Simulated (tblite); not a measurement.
# C7H10NOP: the cost of one run

The runs use tblite 0.8.0 and PySCF 2.14.0, with density-fitted response routines of our own; the level of theory stands in each step. All values are computed, except where a source is named. Atoms are numbered from 0 throughout.

### 1 The starting structure

20 atoms, charge 0, multiplicity 1; geometry from: force field or distance geometry start.

Bonds of the start (Å): C0–C1 1.49, C1–P2 1.78, P2–O3 1.51, P2–C4 1.80, C4–C5 1.39, C5–C6 1.37, C6–N7 1.36, N7–C8 1.34, C8–C9 1.37, C9–C4 1.38, C0–H10 1.12, C0–H11 1.10, C0–H12 1.11, C1–H13 1.14, C1–H14 1.12, P2–H15 1.43, C5–H16 1.10, C6–H17 1.09, C8–H18 1.10, C9–H19 1.08.

### 2 Optimising the geometry with GFN2-xTB

Job settings and geometry (Å):

```
{"job": {"kind": "relax", "xc": "GFN2-xTB", "basis": "xTB"}, "charge": 0, "multiplicity": 1}
C      2.609300     0.519100    -1.093500
C      2.129400     0.432400     0.315800
P      0.899600    -0.810000     0.660800
O      1.240100    -2.137900     0.015900
C     -0.771400    -0.333600     0.207900
C     -1.691800    -1.313100    -0.162800
C     -2.981900    -1.024000    -0.527900
N     -3.377400     0.276300    -0.526900
C     -2.506400     1.229000    -0.184500
C     -1.208200     0.976700     0.188900
H      2.883300     1.591400    -1.290900
H      1.895400     0.163700    -1.844700
H      3.561000    -0.042100    -1.217400
H      3.042900     0.138400     0.933200
H      1.827600     1.439800     0.702500
H      0.839800    -0.960600     2.086500
H     -1.311800    -2.342600    -0.134800
H     -3.665200    -1.828500    -0.798100
H     -2.890500     2.259600    -0.204000
H     -0.529100     1.776900     0.461300
```

Started as:

```sh
$ OMP_NUM_THREADS=1 python probes_run.py task.json out
```

The driver reads the jobs from task.json and runs them one after another.

**Question.** How long does this first job take on 1 thread of Arm Neoverse V1, shared host, and how much memory does it need?

About 1.4 s, with a peak of 0.18 GiB.
